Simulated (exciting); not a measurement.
# Ag2Au (P-3m1) in exciting: equation of state

How stiff is Ag2Au in PBE, and what volume does it want? The cell is scaled to several volumes.

Everything below comes from runs of exciting (release sodium). Logs are shortened: lines on timing, memory, paths and dates and some standing lists are left out, and cuts for length are marked.

### Step 1. Starting point

Symmetry: P-3m1, No. 164, trigonal system. Conventional cell: a = 4.536 Å, b = 4.536 Å, c = 3.164 Å, α = 90.00°, β = 90.00°, γ = 120.00°. Ag (site symmetry 3m) has 3 Ag at 2.62 Å as nearest neighbours. Au (site symmetry -3m) is surrounded by 12 Ag at 3.04 to 3.08 Å and 2 Au at 3.16 Å.

The cell was built by a generator and needn't be a form met in nature.

### Step 2. Equation of state, PBE, 17.67 Å³/atom (volume scaled by 0.94)

input.xml

```xml
<input>
  <title>Ag2Au</title>
  <structure speciespath="./" tshift="false">
    <crystal scale="1">
      <basevect>8.396712030584 0.000000000000 0.000000000000</basevect>
      <basevect>-4.198356015386 7.271765930044 0.000000000000</basevect>
      <basevect>0.000000000000 0.000000000000 5.857887423592</basevect>
    </crystal>
    <species speciesfile="Ag.xml" rmt="2.3">
      <atom coord="0.333333330000 0.666666670000 0.514820990000"/>
      <atom coord="0.666666670000 0.333333330000 0.485179010000"/>
    </species>
    <species speciesfile="Au.xml" rmt="2.3">
      <atom coord="0.000000000000 0.000000000000 0.000000000000"/>
    </species>
  </structure>
  <groundstate do="fromscratch" ngridk="7 7 8" rgkmax="9" gmaxvr="14" lmaxapw="10" lmaxmat="10" lmaxvr="8" xctype="GGA_PBE" stype="Fermi Dirac" swidth="0.00183747" nempty="24" ValenceRelativity="iora*" epsengy="1e-05" epspot="1e-05" maxscl="60" outputlevel="normal"/>
</input>
```

Potentials or basis: all-electron LAPW+lo, shipped species files, valence relativity iora*.

Started as:

```sh
> OMP_NUM_THREADS=1 exciting_smp
```

INFO.OUT:

```text
================================================================================
EXCITING SODIUM started
[... 10 lines left out ...]

 Lattice vectors (cartesian) :
      8.3967120306      0.0000000000      0.0000000000
     -4.1983560154      7.2717659300      0.0000000000
      0.0000000000      0.0000000000      5.8578874236

 Reciprocal lattice vectors (cartesian) :
      0.7482911507      0.4320260971     -0.0000000000
      0.0000000000      0.8640521941      0.0000000000
      0.0000000000     -0.0000000000      1.0726026045

 Unit cell volume                           :     357.6763057414
 Brillouin zone volume                      :       0.6935047401

 Species :    1 (Ag)
     parameters loaded from                 :    Ag.xml
     name                                   :    silver
     nuclear charge                         :     -47.00000000
     electronic charge                      :      47.00000000
     atomic mass                            :  196631.69970000
     muffin-tin radius                      :       2.30000000
     # of radial points in muffin-tin       :     400

     atomic positions (lattice) :
       1 :   0.33333333  0.66666667  0.51482099
       2 :   0.66666667  0.33333333  0.48517901

 Species :    2 (Au)
     parameters loaded from                 :    Au.xml
     name                                   :    gold
     nuclear charge                         :     -79.00000000
     electronic charge                      :      79.00000000
     atomic mass                            :  359048.05590000
     muffin-tin radius                      :       2.30000000
     # of radial points in muffin-tin       :     450

     atomic positions (lattice) :
       1 :   0.00000000  0.00000000  0.00000000

 Total number of atoms per unit cell        :       3

 Spin treatment                             :    spin-unpolarised

 Number of Bravais lattice symmetries       :      24
 Number of crystal symmetries               :      12

 k-point grid                               :       7    7    8
 Total number of k-points                   :      52
 k-point set is reduced with crystal symmetries

 R^MT_min * |G+k|_max (rgkmax)              :       9.00000000
 Species with R^MT_min                      :       1 (Ag)
 Maximum |G+k| for APW functions            :       3.91304348
 Maximum |G| for potential and density      :      14.00000000

 G-vector grid sizes                        :      40    40    27
 Total number of G-vectors                  :   16581

 Maximum angular momentum used for
     APW functions                          :      10
     computing H and O matrix elements      :      10
     potential and density                  :       8
     inner part of muffin-tin               :       2

 Total nuclear charge                       :    -173.00000000
 Total electronic charge                    :     173.00000000
 Total core charge                          :     104.00000000
 Total valence charge                       :      69.00000000

 Number of empty states                     :      24
 Total number of valence states             :      59

 Maximum Hamiltonian size                   :     420
 Maximum number of plane-waves              :     368
 Total number of local-orbitals             :      52

 Exchange-correlation type                  :      20
     Perdew-Burke-Ernzerhof, Phys. Rev. Lett. 77, 3865 (1996)
     Generalised gradient approximation (GGA)

[... 20 lines left out ...]
+ SCF iteration number :    1                                                  +
++++++++++++++++++++++++++++++++++++++++++++++++++++++++++++++++++++++++++++++++
 Total energy                               :    -29651.70326093
 _______________________________________________________________
 Fermi energy                               :         0.34829656
 Kinetic energy                             :     33035.66966171
 Coulomb energy                             :    -62023.49758075
 Exchange energy                            :      -653.97106245
 Correlation energy                         :        -9.90427944

 DOS at Fermi energy (states/Ha/cell)       :        46.05316424

 Electron charges :
     core                                   :       104.00000000
     core leakage                           :         0.00151908
     valence                                :        69.00000000
     interstitial                           :         6.06613705
     charge in muffin-tin spheres :
                  atom     1    Ag          :        45.20992297
                  atom     2    Ag          :        45.20992297
                  atom     3    Au          :        76.51401701
     total charge in muffin-tins            :       166.93386295
     total charge                           :       173.00000000

++++++++++++++++++++++++++++++++++++++++++++++++++++++++++++++++++++++++++++++++
+ SCF iteration number :    2                                                  +
++++++++++++++++++++++++++++++++++++++++++++++++++++++++++++++++++++++++++++++++
 Total energy                               :    -29674.78699812
 _______________________________________________________________
 Fermi energy                               :         0.33637862
 Kinetic energy                             :     33021.30013324
 Coulomb energy                             :    -62031.71249899
 Exchange energy                            :      -654.46797321
 Correlation energy                         :        -9.90665916

 DOS at Fermi energy (states/Ha/cell)       :        54.04129356

 Electron charges :
     core                                   :       104.00000000
     core leakage                           :         0.00146133
     valence                                :        69.00000000
     interstitial                           :         5.80836388
     charge in muffin-tin spheres :
                  atom     1    Ag          :        45.25454062
                  atom     2    Ag          :        45.25454062
                  atom     3    Au          :        76.68255488
     total charge in muffin-tins            :       167.19163612
     total charge                           :       173.00000000

 RMS change in effective potential (target) :  0.350367E-01  ( 0.100000E-04)
 Absolute change in total energy   (target) :   23.0837      ( 0.100000E-04)
 Charge distance                   (target) :  0.445853E-02  ( 0.100000E-04)

++++++++++++++++++++++++++++++++++++++++++++++++++++++++++++++++++++++++++++++++
+ SCF iteration number :    3                                                  +
++++++++++++++++++++++++++++++++++++++++++++++++++++++++++++++++++++++++++++++++
 Total energy                               :    -29680.06371247
 _______________________________________________________________
 Fermi energy                               :         0.33066041
 Kinetic energy                             :     33017.16658262
 Coulomb energy                             :    -62032.73923577
 Exchange energy                            :      -654.58379278
 Correlation energy                         :        -9.90726652

 DOS at Fermi energy (states/Ha/cell)       :        54.45903744

 Electron charges :
     core                                   :       104.00000000
     core leakage                           :         0.00144554
     valence                                :        69.00000000
     interstitial                           :         5.72369949
     charge in muffin-tin spheres :
                  atom     1    Ag          :        45.28059744
                  atom     2    Ag          :        45.28059744
                  atom     3    Au          :        76.71510563
     total charge in muffin-tins            :       167.27630051
     total charge                           :       173.00000000
[... 540 lines left out ...]
 Electron charges :
     core                                   :       104.00000000
     core leakage                           :         0.00143199
     valence                                :        69.00000000
     interstitial                           :         5.68886578
     charge in muffin-tin spheres :
                  atom     1    Ag          :        45.28995070
                  atom     2    Ag          :        45.28995070
                  atom     3    Au          :        76.73123281
     total charge in muffin-tins            :       167.31113422
     total charge                           :       173.00000000

 RMS change in effective potential (target) :  0.966817E-08  ( 0.100000E-04)
 Absolute change in total energy   (target) :  0.552216E-05  ( 0.100000E-04)
 Charge distance                   (target) :  0.330062E-08  ( 0.100000E-04)

++++++++++++++++++++++++++++++++++++++++++++++++++++++++++++++++++++++++++++++++
+ SCF iteration number :   23                                                  +
++++++++++++++++++++++++++++++++++++++++++++++++++++++++++++++++++++++++++++++++
 Total energy                               :    -29682.51346642
 _______________________________________________________________
 Fermi energy                               :         0.31932727
 Kinetic energy                             :     33014.23925725
 Coulomb energy                             :    -62032.23145424
 Exchange energy                            :      -654.61367866
 Correlation energy                         :        -9.90759077

 DOS at Fermi energy (states/Ha/cell)       :        52.83783468

 Electron charges :
     core                                   :       104.00000000
     core leakage                           :         0.00143199
     valence                                :        69.00000000
     interstitial                           :         5.68886581
     charge in muffin-tin spheres :
                  atom     1    Ag          :        45.28995070
                  atom     2    Ag          :        45.28995070
                  atom     3    Au          :        76.73123278
     total charge in muffin-tins            :       167.31113419
     total charge                           :       173.00000000

 RMS change in effective potential (target) :  0.129606E-08  ( 0.100000E-04)
 Absolute change in total energy   (target) :  0.413447E-05  ( 0.100000E-04)
 Charge distance                   (target) :  0.800707E-09  ( 0.100000E-04)

++++++++++++++++++++++++++++++++++++++++++++++++++++++++++++++++++++++++++++++++
| Convergency criteria checked for the last 2 iterations                       +
| Convergence targets achieved. Performing final SCF iteration                 +
++++++++++++++++++++++++++++++++++++++++++++++++++++++++++++++++++++++++++++++++
 Total energy                               :    -29682.51346684
 _______________________________________________________________
 Fermi energy                               :         0.31932727
 Kinetic energy                             :     33014.23925707
 Coulomb energy                             :    -62032.23145447
 Exchange energy                            :      -654.61367868
 Correlation energy                         :        -9.90759077

 DOS at Fermi energy (states/Ha/cell)       :        52.83783496

 Electron charges :
     core                                   :       104.00000000
     core leakage                           :         0.00143199
     valence                                :        69.00000000
     interstitial                           :         5.68886581
     charge in muffin-tin spheres :
                  atom     1    Ag          :        45.28995070
                  atom     2    Ag          :        45.28995070
                  atom     3    Au          :        76.73123278
     total charge in muffin-tins            :       167.31113419
     total charge                           :       173.00000000

++++++++++++++++++++++++++++++++++++++++++++++++++++++++++++++++++++++++++++++++
[... 12 lines left out ...]
| EXCITING SODIUM stopped                                                      =
================================================================================
```

It took 6.8 min on 1 thread of Arm Neoverse V1, shared host; peak memory 0.17 GiB.

Results:

* Free energy: -807702.3535 eV
* Band gap on the k mesh: none (metal or under the smearing width)
* All electrons inside the program's atomic spheres: Ag 45.29; Au 76.73 (radii Ag 2.3, Au 2.3 bohr)

Caveat: the log's total energy holds no entropy term; the free energy is that total less TS from the occupations; the basis of Au and Ba changes in steps between geometries, so energy differences can be off by several meV.

### Step 3. Equation of state, PBE, 18.04 Å³/atom (volume scaled by 0.96)

Changes to input.xml since step 2:

```diff
@@ -4,5 +4,5 @@
     <crystal scale="1">
-      <basevect>8.396712030584 0.000000000000 0.000000000000</basevect>
-      <basevect>-4.198356015386 7.271765930044 0.000000000000</basevect>
-      <basevect>0.000000000000 0.000000000000 5.857887423592</basevect>
+      <basevect>8.455845753759 0.000000000000 0.000000000000</basevect>
+      <basevect>-4.227922876879 7.322977236656 0.000000000000</basevect>
+      <basevect>0.000000000000 0.000000000000 5.899141511164</basevect>
     </crystal>
```

Potentials or basis: all-electron LAPW+lo, shipped species files, valence relativity iora*.

Started as:

```sh
> OMP_NUM_THREADS=1 exciting_smp
```

It took 7.7 min on 1 thread of Arm Neoverse V1, shared host; peak memory 0.16 GiB.

The run converged. Its results:

| Quantity | Value |
| --- | --- |
| Free energy | -807702.3802 eV |
| Band gap on the k mesh | none (metal or under the smearing width) |
| All electrons inside the program's atomic spheres | Ag 45.28; Au 76.72 (radii Ag 2.3, Au 2.3 bohr) |

Caveat: the log's total energy holds no entropy term; the free energy is that total less TS from the occupations; the basis of Au and Ba changes in steps between geometries, so energy differences can be off by several meV.

### Step 4. Equation of state, PBE, 18.42 Å³/atom (volume scaled by 0.98)

Changes to input.xml since step 3:

```diff
@@ -4,5 +4,5 @@
     <crystal scale="1">
-      <basevect>8.455845753759 0.000000000000 0.000000000000</basevect>
-      <basevect>-4.227922876879 7.322977236656 0.000000000000</basevect>
-      <basevect>0.000000000000 0.000000000000 5.899141511164</basevect>
+      <basevect>8.514163774195 0.000000000000 0.000000000000</basevect>
+      <basevect>-4.257081887098 7.373482123770 0.000000000000</basevect>
+      <basevect>0.000000000000 0.000000000000 5.939826531336</basevect>
     </crystal>
```

Started as:

```sh
> OMP_NUM_THREADS=1 exciting_smp
```

Run time: 6.2 min. Hardware: 1 thread of Arm Neoverse V1, shared host; peak memory 0.16 GiB.

It converged, with:

```yaml
Free_energy: -807702.3971 eV
Band_gap_on_the_k_mesh: none (metal or under the smearing width)
All_electrons_inside_the_program's_atomic_spheres: Ag 45.26; Au 76.71 (radii Ag 2.3, Au 2.3 bohr)
```

Caveat: the log's total energy holds no entropy term; the free energy is that total less TS from the occupations; the basis of Au and Ba changes in steps between geometries, so energy differences can be off by several meV.

(Part 1 of 2 ends here.)
